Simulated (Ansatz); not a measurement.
## NaLaMnMoO6 in Ansatz: the effect of Hubbard term

NaLaMnMoO6:

```
CELL_PARAMETERS angstrom
5.55735 0.00000 0.00000
0.00000 5.59794 0.00000
-0.06214 0.00000 8.02462
ATOMIC_POSITIONS crystal
Na 0.75008 0.51572 0.49924
Na 0.24992 0.01572 0.50076
La 0.25715 0.95896 0.99937
La 0.74285 0.45896 0.00063
Mn 0.24767 0.48762 0.25607
Mn 0.75233 0.98762 0.74393
Mo 0.75559 0.99666 0.27090
Mo 0.24441 0.49666 0.72910
O 0.67335 0.97830 0.49061
O 0.03402 0.81017 0.27726
O 0.93353 0.28910 0.28026
O 0.47817 0.20966 0.19922
O 0.54435 0.73563 0.20079
O 0.82956 0.01818 0.00392
O 0.32665 0.47830 0.50939
O 0.96598 0.31017 0.72274
O 0.06647 0.78910 0.71974
O 0.52183 0.70966 0.80078
O 0.45565 0.23563 0.79921
O 0.17044 0.51818 0.99608
```

The cell was built by a generator and needn't be a form met in nature.

Alike in all runs:

* Program: Ansatz 0.2.0
* Task: projected density of states
* Functional: PBE
* Potentials or basis: Ansatz PAW
* Cutoff: 420 eV
* Density cutoff: 1680 eV
* k mesh: 5 × 5 × 4
* Occupations: fermi-dirac, width 0.05 eV
* Spin: collinear spin, ferromagnetic start
* Starting moments: [0.0, 0.0, 0.0, 0.0, 4.0, 4.0, 1.0, 1.0, 0.0, 0.0, 0.0, 0.0, 0.0, 0.0, 0.0, 0.0, 0.0, 0.0, 0.0, 0.0] μB
* Hubbard projectors: ortho-atomic (the default)
* Double counting: fll (the default)

Task: One run gave: gap on the mesh 1.53 eV; pressure 4.8 GPa; largest force 1.21 eV/Å. Which Hubbard term did it use?
A. La f U = 4 eV, Mn d U = 4 eV, Mo d U = 4 eV
B. La f U = 6 eV, Mn d U = 6 eV, Mo d U = 6 eV
C. La f U = 8 eV, Mn d U = 8 eV, Mo d U = 8 eV

Result: C.

```csv
Hubbard term,gap on the mesh (eV),pressure (GPa),largest force (eV/Å)
"La f U = 4 eV, Mn d U = 4 eV, Mo d U = 4 eV",1.09,2.6,0.84
"La f U = 6 eV, Mn d U = 6 eV, Mo d U = 6 eV",1.38,3.7,1.08
"La f U = 8 eV, Mn d U = 8 eV, Mo d U = 8 eV",1.53,4.8,1.21
```

Caveats: the magnetic or orbital state may not be the lowest; odd divisions of the mesh miss points on the zone boundary, where band edges often lie, so the gap on the mesh can be too wide; spin-orbit coupling is left out, which moves the levels of the heavy elements; only a ferromagnetic start was run, and an antiferromagnetic order may lie lower in energy; the density of states is complete only up to the lowest level of the last band computed; forces of over 1 eV/Å show positions far from the minimum, so gaps and moduli don't describe the material at rest (some runs).

A k mesh can miss the band edges.

Not every run made on this cell is shown here.
